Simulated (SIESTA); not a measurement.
TeAs2:

```xyz
6
Lattice="-3.5565 3.5565 2.9405 3.5565 -3.5565 2.9405 3.5565 3.5565 -2.9405" Properties=species:S:1:pos:R:3 pbc="T T T"
Te    0.0000    0.0000    0.0000
Te    0.0000    3.5565    1.4703
As    0.0000    1.7782    3.6756
As    3.5565    1.7782    0.7351
As    1.7782    3.5565   -0.7351
As    1.7782    0.0000    2.2054
```

The cell comes from a database or a generator and needn't be the stable form of this composition.

```yaml
Program: SIESTA 5.4.2
Task: single point
Functional: PBE
Potentials_or_basis: PseudoDojo 0.4 standard (PBE files)
Basis: DZP (energy shift 0.003 Ry; two zetas on semicore shells)
Grid_cutoff: 500 Ry
Energy_shift: 0.003 Ry
k_mesh: 6 × 6 × 6
Occupations: fermi-dirac, width 0.05 eV
Spin: no spin polarisation
```

On this cell: pressure 1.1 GPa; largest force under 0.003 eV/Å; band gap on the k mesh none (metal or under the smearing width).

The same run follows on a disturbed copy (atoms moved at random, drawn with an rms of 0.05 Å):

```
Te As
1.0
    -3.55645    3.55645    2.94052
     3.55645   -3.55645    2.94052
     3.55645    3.55645   -2.94052
Te As
2 4
Cartesian
  -0.0249 0.0381 0.0114
  -0.0315 3.5362 1.4653
  -0.0334 1.7420 3.6240
  3.5350 1.8253 0.7093
  1.7633 3.5397 -0.7635
  1.7248 0.0087 2.2924
```

Question: What does the disturbed cell give?

Answer: The energy (extrapolated to zero smearing) moves by -1.5 meV/atom; pressure 1.4 GPa; largest force 0.336 eV/Å; band gap on the k mesh none (metal or under the smearing width).

Forces in eV/Å, atoms in the order of the input:
```
Te   0.103 -0.096 -0.082
Te   0.158  0.140  0.089
As   0.111 -0.052 -0.100
As   0.068 -0.003 -0.112
As  -0.136 -0.001  0.062
As  -0.304  0.013  0.144
```

Stress tensor (GPa, compression positive):
```
 1.24 -0.01  0.07
-0.01  1.01 -0.45
 0.07 -0.45  2.09
```

The energy falls, though the first cell shows no forces: that form is unstable against this distortion, unless noise or another electronic state is at work.

Caveats: the basis of atomic orbitals isn't converged, which shifts pressures, moduli and gaps.
